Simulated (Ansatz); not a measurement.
Debugging vertical spin-state energies of CH7FSiSn, SMILES [CH3][SnH2][SiH2]F (Ansatz 0.2.0 through its Python package).

`ch7fsisn.py`
```python
"""Vertical spin-state energies of CH7FSiSn."""

import ansatz as az


def main() -> None:
    mol = (
        az.Crystal.molecule()
        .atom("C", (0.3166, 1.7201, -0.6319))
        .atom("Sn", (0.7149, -0.3301, -0.5398))
        .atom("Si", (-0.9408, -1.4351, 1.0091))
        .atom("F", (-0.7083, -0.7262, 2.5483))
        .atom("H", (0.9846, 2.256, -1.3484))
        .atom("H", (0.3536, 2.2272, 0.3669))
        .atom("H", (-0.7392, 1.903, -1.0177))
        .atom("H", (0.6153, -1.0187, -2.14))
        .atom("H", (2.3522, -0.5265, 0.1048))
        .atom("H", (-0.5985, -2.8706, 1.1359))
        .atom("H", (-2.2851, -1.2561, 0.5332))
    )

    model = mol.calculation().basis(gaussian="def2-SVPD").correlation("MP2")
    found = {}
    for unpaired in [0, 2]:
        summary = model.spin("collinear", total=unpaired).run(outdir="tmp", threads=1).report
        s = unpaired / 2
        found[unpaired] = summary["free_energy_ev"]
        print(f"2S+1 = {unpaired + 1}: E = {found[unpaired]:.5f} eV, <S^2> = {abs(summary['mean_field']['state']['spin_squared']):.3f} (pure state {s * (s + 1):.2f})")
    lowest = min(found, key=found.get)
    for unpaired, e in found.items():
        print(f"multiplicity {unpaired + 1}: {(e - found[lowest]):.3f} eV above the lowest")


if __name__ == "__main__":
    main()
```

```console
$ python ch7fsisn.py
Traceback (most recent call last):
  File "ch7fsisn.py", line 35, in <module>
    main()
    ~~~~^^
  File "ch7fsisn.py", line 25, in main
    summary = model.spin("collinear", total=unpaired).run(outdir="tmp", threads=1).report
              ~~~~~~~~~~~~~~~~~~~~~~~~~~~~~~~~~~~~~~~~~~~^^^^^^^^^^^^^^^^^^^^^^^^^
TypeError: Calculation.run() got an unexpected keyword argument 'outdir'
$ echo $?
1
```

Why does it end like this?

The fault: run() has no such keyword. Mended:

```diff
--- before
+++ after
@@ -24,3 +24,3 @@
     for unpaired in [0, 2]:
-        summary = model.spin("collinear", total=unpaired).run(outdir="tmp", threads=1).report
+        summary = model.spin("collinear", total=unpaired).run(threads=1).report
         s = unpaired / 2
```

The mended script runs so:

```console
$ python ch7fsisn.py
2S+1 = 1: E = -17526.29145 eV, <S^2> = 0.000 (pure state 0.00)
2S+1 = 3: E = -17520.84034 eV, <S^2> = 2.012 (pure state 2.00)
multiplicity 1: 0.000 eV above the lowest
multiplicity 3: 5.451 eV above the lowest
```

Caveats:
- Total energies depend on the basis set; only differences at equal settings carry meaning.
- The geometry is a force-field or estimated start, not a minimum of this method, and the basis set is short of its limit. All parts are taken at fixed geometry, without zero-point energy.
- def2 sets replace the cores of elements past krypton by effective core potentials.
- Spin-orbit coupling, which mixes and shifts the spin states of heavy atoms, is left out.
- S² is that of the Hartree-Fock reference.
- Run time: 31 s on 1 thread of Arm Neoverse V1 (shared host), peak memory 0.54 GiB.
